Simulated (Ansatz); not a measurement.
# C3H8BCl: a ladder of functionals and wavefunction methods

Aim: compute C3H8BCl with functionals from several rungs and with coupled cluster, and see how far each lands from CCSD(T) at the basis-set limit for the atomisation energy.

Program: Ansatz 0.2.0, Gaussian basis. Level of theory: functionals in def2-TZVPP, the program's frozen cores in correlated methods. These are calculated values, not measurements.

The runs, in order: PBE-D4, r2SCAN-D4, PBE0-D4, B3LYP-D4, ωB97X-V, ωB97M-V, B2PLYP; CCSD(T)/def2-TZVPP; MP2/def2-QZVPP; extrapolation to the limit.

### Step 1. Structure used throughout

All runs share one geometry, relaxed beforehand with PBE0-D4 in a triple-zeta def2 set.

SMILES `CB(C)CCl`, 13 atoms, charge 0, spin multiplicity 1.

Atoms are counted from 1 here; the program's logs count them from 0.

Bond lengths: C1–B2 1.564 Å, C1–H6 1.101 Å, C1–H7 1.092 Å, C1–H8 1.092 Å, B2–C3 1.564 Å, B2–C4 1.581 Å, C3–H9 1.101 Å, C3–H10 1.093 Å, C3–H11 1.092 Å, C4–Cl5 1.807 Å, C4–H12 1.089 Å, C4–H13 1.089 Å. Angles: B2–C1–H6 106.6°, B2–C1–H7 114.1°, B2–C1–H8 113.7°, H6–C1–H7 106.3°, H6–C1–H8 106.2°, H7–C1–H8 109.3°, C1–B2–C3 122.6°, C1–B2–C4 118.7°, C3–B2–C4 118.6°, B2–C3–H9 106.6°, B2–C3–H10 113.6°, B2–C3–H11 114.2°, H9–C3–H10 106.2°, H9–C3–H11 106.4°, H10–C3–H11 109.3°, B2–C4–Cl5 96.2°, B2–C4–H12 117.2°, B2–C4–H13 117.2° and more.

### Step 2. PBE-D4 (GGA)

File in.yaml:

```yaml
crystal:
  periodic: [false, false, false]
  atoms:
    - {symbol: C, position_ang: [-1.513938, -0.275981, -0.348429]}
    - {symbol: B, position_ang: [-0.016283, -0.033602, 0.030634]}
    - {symbol: C, position_ang: [1.013965, -1.200116, 0.183716]}
    - {symbol: C, position_ang: [0.461785, 1.443704, 0.328220]}
    - {symbol: Cl, position_ang: [0.957567, 1.834506, -1.364931]}
    - {symbol: H, position_ang: [-2.048054, -0.473564, 0.593481]}
    - {symbol: H, position_ang: [-1.677404, -1.149526, -0.982751]}
    - {symbol: H, position_ang: [-1.999716, 0.592804, -0.798668]}
    - {symbol: H, position_ang: [0.940453, -1.549759, 1.224784]}
    - {symbol: H, position_ang: [2.051586, -0.889978, 0.039338]}
    - {symbol: H, position_ang: [0.805495, -2.066252, -0.447465]}
    - {symbol: H, position_ang: [1.347178, 1.565104, 0.950391]}
    - {symbol: H, position_ang: [-0.302233, 2.167961, 0.606578]}
basis:
  gaussian: {orbitals: def2-TZVPP}
hamiltonian: {xc: pbe, dispersion: d4}
output: {forces: true, orbitals: {seedname: orbitals}}
```

On the command line:

```sh
ansatz run in.yaml --threads 4 --pin off --events-out ev --progress --plain --max-ram 10444MiB
```

The runs that follow: r2SCAN-D4 (meta-GGA); PBE0-D4 (hybrid); B3LYP-D4 (hybrid); ωB97X-V (range-separated); ωB97M-V (range-separated); B2PLYP (double hybrid); CCSD(T) in def2-TZVPP; MP2 in def2-QZVPP.

Before running them: what should the planned runs give, taken together? Wanted: atomisation energy, CCSD(T)/CBS; farthest; mean size of error, hybrid; mean size of error, range-separated; gap, smallest and largest; T1 diagnostic; triples share of the correlation energy.

As calculated:

| quantity | value |
| --- | --- |
| atomisation energy, CCSD(T)/CBS | 4926.8 kJ/mol |
| functionals within 24.6 kJ/mol (0.5 %) | B3LYP-D4, ωB97X-V |
| farthest | PBE-D4 (+103.8 kJ/mol) |
| mean size of error, hybrid | 36.4 kJ/mol |
| mean size of error, range-separated | 25.8 kJ/mol |
| gap, smallest and largest | 5.05 eV (PBE-D4), 12.06 eV (ωB97X-V) |
| T1 diagnostic | 0.0099 |
| triples share of the correlation energy | 3.9 % |

**Reading.** PBE-D4 misses by +103.8 kJ/mol. Double hybrids carry the basis error of their MP2 part in triple zeta, and no dispersion term here, so their miss is partly the set-up's. Misses under about 24.6 kJ/mol are within the doubt on the reference itself, which lacks core-valence correlation, relativity and higher excitations. Hartree-Fock recovers 77 % of the binding; the rest is correlation. The gap grows from 5.0 to 12.1 eV across the functionals, mostly with the share of exact exchange.
